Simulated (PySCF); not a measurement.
# [FeS2]-: sextet, from a PBE0 minimum start

Aim: relax [FeS2]- as a sextet from a PBE0 minimum start, check by its vibrations whether the end is a minimum, and collect its spectrum and constants.

Program: PySCF 2.14.0. Level of theory: PBE0, basis Fe def2-SVPD, S def2-SVPD, no relativity, density fitting. These are calculated values, not measurements.

## (1) Where the work starts

3 atoms, charge -1, spin multiplicity 6.

Bond lengths: Fe1–S2 2.115 Å, Fe1–S3 2.115 Å. Angles: S2–Fe1–S3 180.0°.

Coordinates in bohr (charge -1 multiplicity 6):
```
Fe    0.0000    0.0000    0.0000
S     3.9967    0.0000    0.0000
S    -3.9967    0.0000    0.0000
```

## (2) First SCF at the start

One driver script runs all steps and calls PySCF; scf.py shows how it sets up the SCF of each step. The optimiser is the driver's own. After this first run the driver tries any further starts and a stability analysis.

Contents of scf.py:

```python
from pyscf import gto, scf, dft
mol = gto.M(atom='''
Fe     0.000000     0.000000     0.000000
S      2.114962     0.000000     0.000000
S     -2.114962     0.000000     0.000000''',
    basis={'Fe': 'def2-SVPD', 'S': 'def2-SVPD'},
    charge=-1, spin=5)
mf = dft.UKS(mol, xc='PBE0')
mf.grids.atom_grid = (50, 194)
aux = {'Fe': 'def2-universal-JKFIT', 'S': 'def2-universal-JKFIT'}
mf = mf.density_fit(auxbasis=aux)
mf.conv_tol = 1e-08
mf.diis_space = 10
mf.max_cycle = 60
mf.init_guess = 'minao'
mf.verbose = 4
mf.kernel()
```

Started as:

```
OMP_NUM_THREADS=2 python axn.py task.json out
```

After this run come: Relaxing the sextet from the PBE0 minimum start; Is it a minimum? Harmonic modes.

Q: Predict the outcome of this session. Wanted: minimum; geometry; wavenumbers; dipole moment; highest occupied, lowest empty level; polar-tensor charge of Fe1; zero-point energy; ⟨S²⟩.

**Answer**, as computed:

| quantity | value |
| --- | --- |
| minimum | sextet, D∞h |
| geometry | Fe–S 2.115 Å (×2); S–Fe–S 180.0° |
| wavenumbers (cm⁻¹) | 50 (πu), 392 (σg+), 541 (σu+) |
| dipole moment (centre of mass) | 0.00 D |
| highest occupied, lowest empty level (either spin) | -1.95, 1.23 eV |
| polar-tensor charge of Fe1 | +1.04 e |
| zero-point energy | 6.2 kJ/mol |
| entropy at 298.15 K | 300.7 J/(mol K) |
| ⟨S²⟩ | 8.779 |

**Reading.** The molecule stays D∞h, as typed, and the end point is a minimum. The strongest infrared band lies at 541 cm⁻¹ (σu+, stretch). Most of the spin sits on Fe1 (Mulliken spin 4.15, against 5 for the whole molecule). Only this shape and spin were tried, so other structures or states may lie lower. Open d and f shells are described by one determinant, and the ground state may have another occupation or spin.
